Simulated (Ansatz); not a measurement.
This script for the Python package of Ansatz (0.2.0) starts 4 runs on RbTe. What input does the engine get in each?

`basis.py`:
```python
"""How the energy of RbTe converges with the basis."""

from dataclasses import dataclass

import ansatz as az


@dataclass
class RunConfig:
    functional: str = "B3LYP"
    dispersion: str = "d4"


opts = RunConfig()

geometry_ang = [
    ("Rb", (0.0, 0.0, 0.0)),
    ("Te", (0.0, 0.0, 3.38)),
]
molecule = az.Crystal.molecule()
for symbol, xyz in geometry_ang:
    molecule = molecule.atom(symbol, xyz)

setup = (
    molecule.calculation()
    .functional(opts.functional, dispersion=opts.dispersion)
    .spin("collinear", total=1)
)

energies = {}
for basis in ["def2-SVP", "def2-SVPD", "def2-TZVP", "def2-TZVPP"]:
    rep = setup.basis(gaussian=basis).run(threads=1).report
    size = rep["n_frozen"] + rep["n_occupied"][0] + rep["n_virtual"][0]
    energies[basis] = (rep["reference_energy_ev"] / 27.211386246, rep["free_energy_ev"] / 27.211386246)
    print(f"{basis:14s} {size:4d} orbitals  reference {energies[basis][0]:14.6f} Ha  total {energies[basis][1]:14.6f} Ha")

last = energies["def2-TZVPP"][1]
for basis, (_, total) in energies.items():
    print(f"{basis:14s} lies {27.211386 * (total - last):9.4f} eV above def2-TZVPP")
```

Run 1:
```yaml
crystal:
  periodic: [false, false, false]
  atoms:
    - { symbol: Rb, position_ang: [0.0, 0.0, 0.0] }
    - { symbol: Te, position_ang: [0.0, 0.0, 3.38] }
basis:
  gaussian:
    orbitals: def2-SVP
hamiltonian:
  xc: b3lyp
  dispersion: d4
magnetization:
  spin_polarized: true
  initial_magnetization: 1.0
```

Run 2, against run 1:
```diff
-    orbitals: def2-SVP
+    orbitals: def2-SVPD
```

Run 3, against run 1:
```diff
-    orbitals: def2-SVP
+    orbitals: def2-TZVP
```

Run 4, against run 1:
```diff
-    orbitals: def2-SVP
+    orbitals: def2-TZVPP
```

```console
$ python basis.py
def2-SVP         50 orbitals  reference    -292.240341 Ha  total    -292.241976 Ha
def2-SVPD        62 orbitals  reference    -292.242881 Ha  total    -292.244516 Ha
def2-TZVP        83 orbitals  reference    -292.250789 Ha  total    -292.252424 Ha
def2-TZVPP       90 orbitals  reference    -292.250869 Ha  total    -292.252504 Ha
def2-SVP       lies    0.2865 eV above def2-TZVPP
def2-SVPD      lies    0.2174 eV above def2-TZVPP
def2-TZVP      lies    0.0022 eV above def2-TZVPP
def2-TZVPP     lies    0.0000 eV above def2-TZVPP
```

Against def2-SVP: def2-SVPD -2.5 mHa, def2-TZVP -10.4 mHa and def2-TZVPP -10.5 mHa. The last step alone is -0.08 mHa (these two sets differ little on atoms other than hydrogen). From the first set to the last the time grows from 13.9 to 28.1 s.

What to keep in mind:
- The drop along the ladder measures the basis error, and is no property of the molecule.
- The geometry is a force-field or estimated start, not a minimum of this method, and the last set is no limit. Much of the fall in a total is atomic energy, which cancels in bond and reaction energies.
- def2 sets replace the cores of elements past krypton by effective core potentials.
- The species is open-shell (spin multiplicity 2).
- Total less reference energy is the dispersion correction.
- b3lyp holds the VWN-RPA fit, as in Gaussian; the form of ORCA and Turbomole is b3lyp5.
- The spin state was assumed, and another may lie lower.
- Timing: 87 s on 1 thread of Arm Neoverse N1 (shared host), peak memory 0.28 GiB.
